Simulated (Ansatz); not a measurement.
# C2H3BO: up Jacob's ladder to CCSD(T)

How much do the methods differ for C2H3BO? The plan is to run it at one geometry with functionals of several rungs and with coupled cluster. The yardstick is the atomisation energy at the CCSD(T) limit.

The runs use Ansatz 0.2.0, Gaussian basis; functionals in def2-TZVPP, the program's frozen cores in correlated methods.

The runs, in order: LDA (SPW92), PBE-D4, revPBE-D4, BLYP-D4, r2SCAN-D4, B97M-V, PBE0-D4, B3LYP-D4, r2SCANh-D4, r2SCAN0-D4, HSE06-D4, BHLYP-D4, CAM-B3LYP-D4, LC-ωPBE, ωB97X-V, ωB97M-V, B2PLYP, PBE-QIDH; CCSD(T)/def2-SVP; CCSD(T)/def2-TZVPP; MP2/def2-QZVPP; extrapolation to the limit; RPA on PBE.

**1. The relaxed structure**

All runs share one geometry, relaxed beforehand with PBE0-D4 in a triple-zeta def2 set.

SMILES `B1C=CO1`, 7 atoms, charge 0, spin multiplicity 1.

Atoms are counted from 1 here; the program's logs count them from 0.

Bond lengths: B1–C2 1.531 Å, B1–O4 1.432 Å, B1–H5 1.190 Å, C2–C3 1.346 Å, C2–H6 1.076 Å, C3–O4 1.395 Å, C3–H7 1.088 Å. Angles: C2–B1–O4 94.6°, C2–B1–H5 138.4°, O4–B1–H5 124.3°, B1–C2–C3 76.2°, B1–C2–H6 143.7°, C3–C2–H6 129.8°, C2–C3–O4 105.3°, C2–C3–H7 136.1°, O4–C3–H7 117.7°, B1–O4–C3 78.2°.

Geometry (Å):

```xyz
7
charge 0, multiplicity 1
B    -0.80251    0.32921   -0.47061
C     0.00909    0.31004    0.82736
C     0.56059   -0.67242    0.09058
O    -0.38858   -0.97699   -0.88495
H    -1.31592    1.12860   -1.18694
H     0.45140    0.93536    1.58379
H     1.54723   -1.12170   -0.00491
```

**2. LDA**

This LDA is Slater exchange with PW92 correlation.

in.yaml

```yaml
crystal:
  periodic: [false, false, false]
  atoms:
    - {symbol: B, position_ang: [-0.802513, 0.329214, -0.470610]}
    - {symbol: C, position_ang: [0.009087, 0.310041, 0.827356]}
    - {symbol: C, position_ang: [0.560594, -0.672418, 0.090575]}
    - {symbol: O, position_ang: [-0.388578, -0.976995, -0.884954]}
    - {symbol: H, position_ang: [-1.315916, 1.128602, -1.186943]}
    - {symbol: H, position_ang: [0.451401, 0.935355, 1.583789]}
    - {symbol: H, position_ang: [1.547225, -1.121698, -0.004912]}
basis:
  gaussian: {orbitals: def2-TZVPP}
hamiltonian: {xc: lda}
output: {orbitals: {seedname: orbitals}}
```

The run is started by

```sh
ansatz run in.yaml --threads 2 --pin off --events-out ev --progress --plain --max-ram 4352MiB
```

After this run come: PBE-D4 (GGA); revPBE-D4 (GGA); BLYP-D4 (GGA); r2SCAN-D4 (meta-GGA); B97M-V (meta-GGA); PBE0-D4 (hybrid); B3LYP-D4 (hybrid); r2SCANh-D4 (hybrid); r2SCAN0-D4 (hybrid); HSE06-D4 (hybrid); BHLYP-D4 (hybrid); CAM-B3LYP-D4 (range-separated); LC-ωPBE (range-separated); ωB97X-V (range-separated); ωB97M-V (range-separated); B2PLYP (double hybrid); PBE-QIDH (double hybrid); CCSD(T) in def2-SVP; CCSD(T) in def2-TZVPP; MP2 in def2-QZVPP; RPA on PBE orbitals.

**Question.** What will the summary of the whole plan be? Wanted: atomisation energy, CCSD(T)/CBS; farthest beyond LDA; mean size of error, GGA; mean size of error, meta-GGA; mean size of error, hybrid; mean size of error, range-separated; mean size of error, double hybrid; gap, smallest and largest; T1 diagnostic.

**Answer**, as computed:

```
                               quantity                                      value
        atomisation energy, CCSD(T)/CBS                             712.1 kcal/mol
functionals within 3.6 kcal/mol (0.5 %)                           B3LYP-D4, B2PLYP
                    farthest beyond LDA                    PBE-D4 (+31.1 kcal/mol)
                mean size of error, GGA                              15.2 kcal/mol
           mean size of error, meta-GGA                               9.1 kcal/mol
             mean size of error, hybrid                              10.2 kcal/mol
    mean size of error, range-separated                               6.4 kcal/mol
      mean size of error, double hybrid                               3.0 kcal/mol
              gap, smallest and largest  3.61 eV (LDA (SPW92)), 11.07 eV (LC-ωPBE)
                          T1 diagnostic                                     0.0149
triples share of the correlation energy                                      4.5 %
```

LDA overbinds by 123.5 kcal/mol (17 %). PBE-D4 is off by +31.1 kcal/mol. Double hybrids carry the basis error of their MP2 part in triple zeta, and no dispersion term here, so their miss is partly the set-up's. By mean error the best rung here is double hybrid (3.0 kcal/mol) and the worst beyond LDA is GGA (15.2 kcal/mol). Misses under about 3.6 kcal/mol are within the doubt on the reference itself, which lacks core-valence correlation, relativity and higher excitations. Hartree-Fock recovers 72 % of the binding; the rest is correlation. CCSD(T) in def2-SVP is off by -29.5 kcal/mol, more than most functionals: a good method in a small basis is no reference. Orbital gaps span 3.6 to 11.1 eV; exact exchange widens them.
